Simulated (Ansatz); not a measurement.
MnNF₃, space group Pm-3m: a test of the smearing width, run with the Python package of Ansatz (0.2.0).

`smear_mnnf3.py`
```python
"""How the energy of MnNF3 depends on the smearing."""

import warnings

import ansatz as az
import pandas as pd
from pymatgen.core import Lattice, Structure
from pymatgen.io.ase import AseAtomsAdaptor


def main() -> None:
    warnings.simplefilter("ignore", az.DeckWarning)

    pmg_structure = Structure(
        Lattice([(3.98307, 0.0, 0.0), (0.0, 3.98307, 0.0), (0.0, 0.0, 3.98307)]),
        ["Mn", "N", "F", "F", "F"],
        [
            (0.5, 0.5, 0.5),
            (0.0, 0.0, 0.0),
            (0.5, 0.5, 0.0),
            (0.5, 0.0, 0.5),
            (0.0, 0.5, 0.5),
        ],
    )
    structure = az.Crystal.from_ase(AseAtomsAdaptor.get_atoms(pmg_structure)).moments(Mn=2.8)

    calc = (
        structure.calculation()
        .spin("collinear")
        .functional("pbe")
        .pseudopotentials("paw")
        .kpoints(spacing=0.29)
        .forces()
        .stress()
    )

    rows = []
    for value in [0.25, 0.15, 0.1, 0.05, 0.025]:
        data = calc.occupations("fermi_dirac", width=value).run(threads=1, pin="off").report
        rows.append((value, data["free_energy_ev"] / len(data["lattice"]["sites"]), data["n_iterations"], sum(data["stress_gpa"][i][i] for i in range(3)) / 3, max(abs(f) for row in data["forces_ev_ang"] for f in row), data["magnetization_mub"], data["n_kpoints"]))

    table = pd.DataFrame(rows, columns=["width (eV)", "F/atom (eV)", "iterations", "P (GPa)", "max component (eV/A)", "moment (muB)", "k-points"])
    print(table.round(5).to_string(index=False))

    # differences from the last row
    for row in rows[:-1]:
        shift = 1000 * (row[1] - rows[-1][1])
        print(f"{row[0]}: {shift:+.2f} meV/atom" + ("  (within 2 meV)" if abs(shift) < 2 else ""))


if __name__ == "__main__":
    main()
```

From its runs, with one value withheld:

| width (eV) | F less the first row (meV/atom) |
| --- | --- |
| 0.025 | 0.00 |
| 0.05 | -0.53 |
| 0.1 | ? |
| 0.15 | -7.48 |
| 0.25 | -22.82 |

What is the missing value at a width of 0.1 eV?

For this scheme F falls about as the square of the width where the density of states is smooth. A straight line through the rows shown, against the width squared, has slope -369.9 meV/eV² and intercept 0.44 meV, which gives -3.26 meV at 0.1 eV. The run gave -3.08 meV, a miss of 0.18 meV.

Notes:
- Other magnetic orders than the one started from may lie lower.
- The mesh is modest for a metal, so energies can be off by several to tens of meV an atom and pressures by half a GPa or more; differences at equal mesh fare better.
- Forces vanish by symmetry here and test nothing.
- With one magnetic atom the cell can hold only ferromagnetic order.
- The narrowest width needs the finest mesh, so the last row is no converged reference.
- Pressure is positive in compression.
- Without a Hubbard U or exact exchange, semilocal functionals often make such 3d compounds metallic or too weakly gapped.
- This cell is a computed structure, which may not be the phase found in nature.
- Finished in 58 s on 1 thread of Arm Neoverse V1, with other jobs on the host, peak memory 0.54 GiB.
